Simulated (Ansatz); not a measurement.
**C2H3AlO: single points off equilibrium**

One table from this session's results is given with a row withheld; the runs are named, their logs left out.

Method: single points in def2-TZVPP; program: Ansatz 0.2.0, Gaussian basis.

Correlated methods freeze the cores.

## Where the work starts

SMILES `OC#[C][AlH2]`, 7 atoms, charge 0, spin multiplicity 1.

Atoms are counted from 1 here; the program's logs count them from 0.

Bond lengths: O1–C2 1.291 Å, O1–H5 0.979 Å, C2–C3 1.307 Å, C3–Al4 1.847 Å, Al4–H7 1.277 Å. Angles: C2–O1–H5 93.9°, O1–C2–C3 169.4°, C2–C3–Al4 175.7°, C3–Al4–H7 125.2°.

As a file:

```
O     1.61560   -1.67000    1.27220
C     0.90830   -0.81610    0.61060
C     0.02680   -0.12810   -0.06640
Al   -1.31690    0.78450   -0.94570
H     2.37810   -1.06400    1.36770
H    -2.55680    1.59980   -0.19380
H    -1.24930    1.21580   -2.14610
```

Set-up of the first run:

run/in.yaml reads:

```yaml
crystal:
  periodic: [false, false, false]
  atoms:
    - {symbol: O, position_ang: [1.615600, -1.670000, 1.272200]}
    - {symbol: C, position_ang: [0.908300, -0.816100, 0.610600]}
    - {symbol: C, position_ang: [0.026800, -0.128100, -0.066400]}
    - {symbol: Al, position_ang: [-1.316900, 0.784500, -0.945700]}
    - {symbol: H, position_ang: [2.378100, -1.064000, 1.367700]}
    - {symbol: H, position_ang: [-2.556800, 1.599800, -0.193800]}
    - {symbol: H, position_ang: [-1.249300, 1.215800, -2.146100]}
basis:
  gaussian: {orbitals: def2-TZVPP}
correlation: {method: ccsd_t}
output: {forces: true}
```

No record of the launch command was kept for these runs.

Among the steps run: CCSD(T)/def2-TZVPP; PBE0-D4/def2-TZVPP; wB97M-V/def2-TZVPP; r2SCAN-D4/def2-TZVPP; PBE-D4/def2-TZVPP; CAM-B3LYP-D4/def2-TZVPP; wB97X-V/def2-TZVPP.

One of the session's tables, all rows but one given; the rest of the session is left out.

```
      method  RMS force component (eV/Å)  angle to CCSD(T) forces (°)  dipole (D)
     CCSD(T)                       3.364                    reference        2.47
     PBE0-D4                       3.481                          4.7        2.66
     wB97M-V                       3.578                          5.3        2.61
   r2SCAN-D4                       3.376                          3.3        2.86
      PBE-D4                       3.261                          3.5        2.80
CAM-B3LYP-D4                           ?                            ?           ?
     wB97X-V                       3.625                          5.0        2.59
```

Estimate the missing values for CAM-B3LYP-D4.

**Answer.** RMS force component (eV/Å): 3.608; angle to CCSD(T) forces (°): 6.1; dipole (D): 2.55. In the column «RMS force component (eV/Å)» it lies between wB97M-V (3.578) and wB97X-V (3.625).
